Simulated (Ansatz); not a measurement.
**AlPtO (element-swapped structure): how the settings move a single-point run**

Question: which choices in the input matter for AlPtO (element-swapped structure)?

Computed with Ansatz 0.2.0 (reference: DFT r2SCAN, plane waves, PAW, scalar-relativistic, no spin polarisation, unless a step's input says otherwise).

## 1. Starting point

It takes space group Pmmn (No. 59, orthorhombic). Conventional cell: a = 3.326 Å, b = 3.335 Å, c = 7.067 Å, α = 90.00°, β = 90.00°, γ = 90.00°. Al (site symmetry mm2) has 4 O at 1.67 to 1.90 Å as nearest neighbours. O (site symmetry mm2) is surrounded by 4 Al at 1.67 to 1.90 Å. Pt (site symmetry mm2) is surrounded by 2 Al at 2.33 Å and 1 O at 2.54 Å.

Coordinates:

```xyz
6
Lattice="3.3352 0.0000 0.0000 0.0000 3.3260 0.0000 0.0000 0.0000 7.0666" Properties=species:S:1:pos:R:3 pbc="T T T"
Al    0.0000    1.6630    0.4947
Al    1.6676    0.0000    6.5719
O     0.0000    0.0000    6.6426
O     1.6676    1.6630    0.4240
Pt    0.0000    0.0000    2.1200
Pt    1.6676    1.6630    4.9466
```

## 2. The reference run

input.yaml reads:

```yaml
crystal:
  lattice:
    - [3.335193, 0.0, 0.0]
    - [0.0, 3.32598, 0.0]
    - [0.0, 0.0, 7.066555]
  atoms:
    - { symbol: Al, position: [0.0, 0.5, 0.07] }
    - { symbol: Al, position: [0.5, 0.0, 0.93] }
    - { symbol: O, position: [0.0, 0.0, 0.94] }
    - { symbol: O, position: [0.5, 0.5, 0.06] }
    - { symbol: Pt, position: [0.0, 0.0, 0.3] }
    - { symbol: Pt, position: [0.5, 0.5, 0.7] }
  symmetry: { tolerance: 0.0003 }
kpoints:
  mp_grid: { grid: [5, 5, 3], shift: [0, 0, 0] }
magnetization:
  spin_polarized: false
scf:
  occupations: { method: fermi_dirac }
hamiltonian:
  pseudopotentials: { kind: paw }
  xc: r2scan
basis:
  ecutwfc: 500
output:
  forces: true
  stress: true
  eigenvalues: true
  write_density: true
  write_potential: true
  elf: true
  volumetric_format: npy
```

On the command line:

```
$ ansatz run input.yaml --threads 1 --pin off --max-ram 2560MiB --backend cpu --events-out ev --progress --plain --runs-dir out
```

Output (excerpt; [...] marks lines left out):

```text
Warning: RAYON_NUM_THREADS=1 ignored (pool sized by the plan → 1); use --threads N
[...]
Pseudopotentials: kind: paw
Pseudopotential: Al, paw, valence charge 3, recommended cutoff 500 eV (meta_gga), Al.paw.azcp
Pseudopotential: O, paw, valence charge 6, recommended cutoff 500 eV (meta_gga), O.paw.azcp
Pseudopotential: Pt, paw, valence charge 18, recommended cutoff 500 eV (meta_gga), Pt.paw.azcp
Functional definition: r2SCAN
[...]
Crystal: 6 atoms, lattice volume = 78.388 Å³
Basis set: ecut = 500 eV, 1965 PW (Γ), exchange–correlation on 100×100×216 points (64 copies of the dense FFT grid, shifted against one another)
Bands: 33, of which v1, the nominal top of the filled ones, is band 27 counted from 1 (26 counted from 0)
Symmetry: 8 space group operations
Space group: Pmmn (ITA 59), of the structure as read, at distance tolerance 1.3e-3 Å
k-points: 18 of 75
[...]
SCF iter   1: F=—  HF=-27289.647186 eV  |F-HF|=—  |Δ(HF+E_count)|=         —  Δρ=2.10e-2  dr2=4.47e-1  dr2_τ=4.06e-1  ethr=1.77e-3  ⟨swp⟩=7.7  Hψ=2816  notcnv=0  defer=2
[...]
SCF iter   9: F=-27289.896218 eV  HF=-27289.896218 eV  |F-HF|=2.58e-9  |Δ(HF+E_count)|=   6.19e-8  Δρ=3.54e-6  dr2=1.56e-8  dr2_τ=1.04e-9  ethr=1.85e-10  ⟨swp⟩=14.4  Hψ=4426  notcnv=0
[...]
SCF converged after 9 iterations
Free energy (F): -27289.896218 eV
[...]
E sigma→0 (E₀):  -27289.869904 eV
Entropy (-TS):   -0.052628 eV (-8.771 meV/atom)
Fermi energy:    12.711736 eV
[...]
--- Forces (eV/Å), atoms counted from 1 ---
  atom   1  Al     0.00000000     0.00000000     1.78713827
  atom   2  Al     0.00000000     0.00000000    -1.78713827
  atom   3  O      0.00000000     0.00000000     0.76010653
  atom   4  O      0.00000000     0.00000000    -0.76010653
  atom   5  Pt     0.00000000     0.00000000     5.43237302
  atom   6  Pt     0.00000000     0.00000000    -5.43237302
[...]
--- Stress (GPa, compression-positive) ---
       48.347581       0.000000       0.000000
        0.000000      21.480975       0.000000
        0.000000       0.000000      35.567074
  P = ⅓ Tr σ = 35.1319 GPa (351.319 kbar)
--- Band table (eV; the first three rows and the last of 18) ---
[...]
```

Run time: 11 s. Hardware: 1 thread of an x86-64 CPU, shared host; peak memory 0.74 GiB.

## 3. Variant: xc_grid 2

Edit input.yaml of step 2 so:

```diff
@@ -24,2 +24,3 @@
   ecutwfc: 500
+  xc_grid: 2
 output:
```

On the command line:

```
$ ansatz run input.yaml --threads 1 --pin off --max-ram 2560MiB --backend cpu --events-out ev --progress --plain --runs-dir out
```

Output (excerpt; [...] marks lines left out):

```text
Warning: RAYON_NUM_THREADS=1 ignored (pool sized by the plan → 1); use --threads N
[...]
Pseudopotentials: kind: paw
Pseudopotential: Al, paw, valence charge 3, recommended cutoff 500 eV (meta_gga), Al.paw.azcp
Pseudopotential: O, paw, valence charge 6, recommended cutoff 500 eV (meta_gga), O.paw.azcp
Pseudopotential: Pt, paw, valence charge 18, recommended cutoff 500 eV (meta_gga), Pt.paw.azcp
Functional definition: r2SCAN
[...]
Crystal: 6 atoms, lattice volume = 78.388 Å³
Basis set: ecut = 500 eV, 1965 PW (Γ), exchange–correlation on 50×50×108 points (8 copies of the dense FFT grid, shifted against one another)
Bands: 33, of which v1, the nominal top of the filled ones, is band 27 counted from 1 (26 counted from 0)
Symmetry: 8 space group operations
Space group: Pmmn (ITA 59), of the structure as read, at distance tolerance 1.3e-3 Å
k-points: 18 of 75
[...]
SCF iter   9: F=-27289.896859 eV  HF=-27289.896859 eV  |F-HF|=2.55e-9  |Δ(HF+E_count)|=   6.19e-8  Δρ=3.54e-6  dr2=1.56e-8  dr2_τ=1.04e-9  ethr=1.85e-10  ⟨swp⟩=14.4  Hψ=4426  notcnv=0
[...]
SCF converged after 9 iterations
Free energy (F): -27289.896859 eV
[...]
E sigma→0 (E₀):  -27289.870545 eV
Entropy (-TS):   -0.052628 eV (-8.771 meV/atom)
Fermi energy:    12.711751 eV
[...]
--- Forces (eV/Å), atoms counted from 1 ---
  atom   1  Al     0.00000000     0.00000000     1.78637968
  atom   2  Al     0.00000000     0.00000000    -1.78637968
  atom   3  O      0.00000000     0.00000000     0.75883120
  atom   4  O      0.00000000     0.00000000    -0.75883120
  atom   5  Pt     0.00000000     0.00000000     5.43234693
  atom   6  Pt     0.00000000     0.00000000    -5.43234693
[...]
--- Stress (GPa, compression-positive) ---
       48.356277       0.000000       0.000000
        0.000000      21.478993       0.000000
        0.000000       0.000000      35.565105
  P = ⅓ Tr σ = 35.1335 GPa (351.335 kbar)
--- Band table (eV; the first three rows and the last of 18) ---
[...]
```

Run time: 9.6 s. Hardware: 1 thread of an x86-64 CPU, shared host; peak memory 0.63 GiB.

Changing the numerical grids leaves the energy as it was (-0.1 meV/atom).

## 4. Changed: occupations.method tetrahedron, hubbard.sites [{species: Pt, l: d, u_eff: 5.0}], hubbard.double_counting fll

Edit input.yaml of step 2 so:

```diff
@@ -18,3 +18,3 @@
 scf:
-  occupations: { method: fermi_dirac }
+  occupations: { method: tetrahedron }
 hamiltonian:
@@ -22,2 +22,3 @@
   xc: r2scan
+  hubbard: { sites: [{ species: Pt, l: d, u_eff: 5.0 }], double_counting: fll }
 basis:
```

On the command line:

```
$ ansatz run input.yaml --threads 1 --pin off --max-ram 2560MiB --backend cpu --events-out ev --progress --plain --runs-dir out
```

Output (excerpt; [...] marks lines left out):

```text
Warning: output.forces, output.stress, relax.cell or npt_langevin: where a Kohn–Sham band that disperses or a degenerate level is filled in part under the method tetrahedron, the forces or the stress that this run publishes need not agree with its energy (scf.occupations.method in the [...]
Warning: RAYON_NUM_THREADS=1 ignored (pool sized by the plan → 1); use --threads N
Al: projections on atomic orbitals take those of the free atom [Ne] 3s2 3p1, of charge +0.00 (hamiltonian.pseudopotentials.projection_atoms); the dataset's partial waves leave at most 3.3e-8 of an orbital's norm unspanned inside its sphere
O: projections on atomic orbitals take those of the free atom [He] 2s2 2p4, of charge +0.00 (hamiltonian.pseudopotentials.projection_atoms); the dataset's partial waves leave at most 1.9e-8 of an orbital's norm unspanned inside its sphere
[...]
SCF converged after 10 iterations
Stability not checked: this state was not tested for a lower state beside it, because cold or Methfessel-Paxton smearing, or corrected tetrahedra, fill the levels in a way that the test cannot read (fill_not_monotonic; see scf.lower_state_search)
Free energy (F): -27287.131083 eV
[...]
E sigma→0 (E₀):  -27287.131083 eV
Entropy (-TS):   0.000171 eV (0.028 meV/atom)
Fermi energy:    12.366071 eV
[...]
--- Forces (eV/Å), atoms counted from 1 ---
  atom   1  Al     0.00000000     0.00000000     1.93819645
  atom   2  Al     0.00000000     0.00000000    -1.93819645
  atom   3  O      0.00000000     0.00000000     0.74139461
  atom   4  O      0.00000000     0.00000000    -0.74139461
  atom   5  Pt     0.00000000     0.00000000     5.05211309
  atom   6  Pt     0.00000000     0.00000000    -5.05211309
[...]
--- Stress (GPa, compression-positive) ---
       51.327587       0.000000       0.000000
        0.000000      21.348821       0.000000
        0.000000       0.000000      32.421591
  P = ⅓ Tr σ = 35.0327 GPa (350.327 kbar)
--- Band table (eV; the first three rows and the last of 18) ---
[...]
Occupation matrices written to <dir>
```

Run time: 16 s. Hardware: 1 thread of an x86-64 CPU, shared host; peak memory 0.75 GiB.

Changing the smearing and Hubbard U moves the energy by +456.5 meV/atom (σ→0 values), and the largest force goes from 5.43 to 5.05 eV/Å. The U term adds an energy of its own, so the shift says nothing about which run is better. Cost: 10 SCF cycles against 9, 16 s against 11 s.

## 5. Changing settings: hubbard.sites [{species: Pt, l: d, u_eff: 1.0}], hubbard.double_counting amf

Edit input.yaml of step 2 so:

```diff
@@ -22,2 +22,3 @@
   xc: r2scan
+  hubbard: { sites: [{ species: Pt, l: d, u_eff: 1.0 }], double_counting: amf }
 basis:
@@ -28,5 +29 @@
   eigenvalues: true
-  write_density: true
-  write_potential: true
-  elf: true
-  volumetric_format: npy
```

On the command line:

```
$ ansatz run input.yaml --threads 1 --pin off --max-ram 2560MiB --backend cpu --events-out ev --progress --plain --runs-dir out
```

Output (excerpt; [...] marks lines left out):

```text
Warning: RAYON_NUM_THREADS=1 ignored (pool sized by the plan → 1); use --threads N
Al: projections on atomic orbitals take those of the free atom [Ne] 3s2 3p1, of charge +0.00 (hamiltonian.pseudopotentials.projection_atoms); the dataset's partial waves leave at most 3.3e-8 of an orbital's norm unspanned inside its sphere
O: projections on atomic orbitals take those of the free atom [He] 2s2 2p4, of charge +0.00 (hamiltonian.pseudopotentials.projection_atoms); the dataset's partial waves leave at most 1.9e-8 of an orbital's norm unspanned inside its sphere
Pt: projections on atomic orbitals take those of the free atom [Kr 4d10 4f14] 5s2 5p6 5d9 6s1, of charge +0.00 (hamiltonian.pseudopotentials.projection_atoms); the dataset's partial waves leave at most 9.1e-5 of an orbital's norm unspanned inside its sphere
[...]
Pseudopotentials: kind: paw
[...]
SCF converged after 10 iterations
Free energy (F): -27289.917539 eV
[...]
E sigma→0 (E₀):  -27289.891094 eV
Entropy (-TS):   -0.052891 eV (-8.815 meV/atom)
Fermi energy:    12.726214 eV
[...]
DFT+U double counting: amf (around mean field; hamiltonian.hubbard.double_counting)
--- Forces (eV/Å), atoms counted from 1 ---
  atom   1  Al     0.00000000     0.00000000     1.79310547
  atom   2  Al     0.00000000     0.00000000    -1.79310547
  atom   3  O      0.00000000     0.00000000     0.75350740
  atom   4  O      0.00000000     0.00000000    -0.75350740
  atom   5  Pt     0.00000000     0.00000000     5.43918076
  atom   6  Pt     0.00000000     0.00000000    -5.43918076
[...]
--- Stress (GPa, compression-positive) ---
       48.203324       0.000000       0.000000
        0.000000      21.581305       0.000000
        0.000000       0.000000      35.783288
  P = ⅓ Tr σ = 35.1893 GPa (351.893 kbar)
--- Band table (eV; the first three rows and the last of 18) ---
[...]
Occupation matrices written to <dir>
```

Run time: 13 s. Hardware: 1 thread of an x86-64 CPU, shared host; peak memory 0.76 GiB.

Changing the Hubbard U moves the energy by -3.6 meV/atom. The U term adds an energy of its own, so the shift says nothing about which run is better.

## 6. A run with other settings

Edit input.yaml of step 2 so:

```diff
@@ -2,5 +2,5 @@
   lattice:
-    - [3.335193, 0.0, 0.0]
-    - [0.0, 3.32598, 0.0]
-    - [0.0, 0.0, 7.066555]
+    - [6.30260126, 0.0, 0.0]
+    - [0.0, 6.28519121, 0.0]
+    - [0.0, 0.0, 13.35385342]
   atoms:
@@ -19,2 +19,3 @@
   occupations: { method: fermi_dirac }
+  max_iter: 60
 hamiltonian:
@@ -28,5 +29 @@
   eigenvalues: true
-  write_density: true
-  write_potential: true
-  elf: true
-  volumetric_format: npy
```

On the command line:

```
$ ansatz run input.yaml --threads 1 --pin off --max-ram 2560MiB --backend cpu --events-out ev --progress --plain --runs-dir out
```

Output (excerpt; [...] marks lines left out):

```text
Warning: RAYON_NUM_THREADS=1 ignored (pool sized by the plan → 1); use --threads N
[...]
Pseudopotentials: kind: paw
Pseudopotential: Al, paw, valence charge 3, recommended cutoff 500 eV (meta_gga), Al.paw.azcp
Pseudopotential: O, paw, valence charge 6, recommended cutoff 500 eV (meta_gga), O.paw.azcp
Pseudopotential: Pt, paw, valence charge 18, recommended cutoff 500 eV (meta_gga), Pt.paw.azcp
Functional definition: r2SCAN
[...]
Crystal: 6 atoms, lattice volume = 528.987 Å³
Basis set: ecut = 500 eV, 13449 PW (Γ), exchange–correlation on 192×192×400 points (64 copies of the dense FFT grid, shifted against one another)
Bands: 33, of which v1, the nominal top of the filled ones, is band 27 counted from 1 (26 counted from 0)
Symmetry: 8 space group operations
Space group: Pmmn (ITA 59), of the structure as read, at distance tolerance 2.4e-3 Å
k-points: 18 of 75
[...]
SCF iter  13: F=-27265.698946 eV  HF=-27265.698946 eV  |F-HF|=3.30e-9  |Δ(HF+E_count)|=   4.65e-8  Δρ=2.41e-6  dr2=4.02e-8  dr2_τ=2.29e-9  ethr=1.85e-10  ⟨swp⟩=6.2  Hψ=2491  notcnv=0
[...]
SCF converged after 13 iterations
Free energy (F): -27265.698946 eV
[...]
E sigma→0 (E₀):  -27265.213753 eV
Entropy (-TS):   -0.970386 eV (-161.731 meV/atom)
Fermi energy:    -2.801042 eV
[...]
--- Forces (eV/Å), atoms counted from 1 ---
  atom   1  Al     0.00000000     0.00000000    -0.28868021
  atom   2  Al     0.00000000     0.00000000     0.28868021
  atom   3  O      0.00000000     0.00000000     0.40585005
  atom   4  O      0.00000000     0.00000000    -0.40585005
  atom   5  Pt     0.00000000     0.00000000    -0.33934787
  atom   6  Pt     0.00000000     0.00000000     0.33934787
[...]
--- Stress (GPa, compression-positive) ---
       -3.721199       0.000000       0.000000
        0.000000      -2.171360       0.000000
        0.000000       0.000000      -1.220380
  P = ⅓ Tr σ = -2.3710 GPa (-23.710 kbar)
--- Band table (eV; the first three rows and the last of 18) ---
[...]
```

Wall time 64 s (1 thread of an x86-64 CPU, shared host); peak memory 1.9 GiB.

## 7. A look at that input

This run ends as converged. It gives a pressure of -2 GPa, far from the sound run.

Lengths in bohr were typed where ångström are read, so every distance is 1.89 times too long and the bonds are broken. The shortest distance in the input is 3.15 Å, between atoms 1 (Al) and 4 (O).

What to do: divide the lengths by 1.8897.

Changing the structure moves the energy by +4.03 eV/atom, and the pressure goes from 35.1 to -2.4 GPa and the largest force goes from 5.43 to 0.41 eV/Å.

## 8. All runs together

```csv
run,ending,energy change,pressure (GPa),gap (eV),force (eV/Å),cycles,time
reference,converged,0,35.1,0.00,5.43,9,11 s
1: xc_grid 2,converged,-0.1 meV/atom,35.1,0.00,5.43,9,9.6 s
"2: occupations.method tetrahedron, hubbard.sites [{species: Pt, l: d, u_eff: 5.0}], hubbard.double_counting fll",converged,+456.5 meV/atom (σ→0) (U changed: no physical gain or loss),35.0,0.00,5.05,10,16 s
"3: hubbard.sites [{species: Pt, l: d, u_eff: 1.0}], hubbard.double_counting amf",converged,-3.6 meV/atom (U changed: no physical gain or loss),35.2,0.00,5.44,10,13 s
4: structure,converged,+4.03 eV/atom,-2.4,0.00,0.41,13,64 s
```

Times don't compare one to one where runs were asked for different outputs or read a saved state (see the inputs); cycles may leave out searches for a lower state.

Residual by cycle in the longest SCF loop of each run; runs are numbered as in the table. The quantity is the density residual dr2, in eV.

```csv
cycle,reference,run 1,run 2,run 3,run 4
1,0.447,0.447,5.45,3.85,19.8
2,0.0551,0.0551,1.63,1.09,74.8
3,0.0106,0.0106,0.257,0.141,4.1
4,0.00138,0.00138,0.0496,0.0202,0.102
5,3.4e-4,3.4e-4,0.00937,0.00183,0.112
6,3.5e-5,3.5e-5,9.8e-4,1.9e-4,0.0042
8,1.9e-7,1.9e-7,3.9e-6,2.2e-6,0.00316
9,1.6e-8,1.6e-8,1.6e-7,3.2e-7,0.00135
10,-,-,1.7e-8,2.1e-8,7.5e-4
11,-,-,-,-,6.8e-6
12,-,-,-,-,2.2e-7
13,-,-,-,-,4.0e-8
```

«xc_grid 2» moves the energy by -0.1 meV/atom. A changed U is a change of model: its shifts are not errors of convergence. The structure is not at rest: the sound run finds 35 GPa, so these are no properties of the relaxed crystal. 

Caveats on the reference run: it is run without spin, though an odd electron count or open d shells could carry moments; its mesh is coarse for a cell with so small a gap or none; the structure is made up and not relaxed.
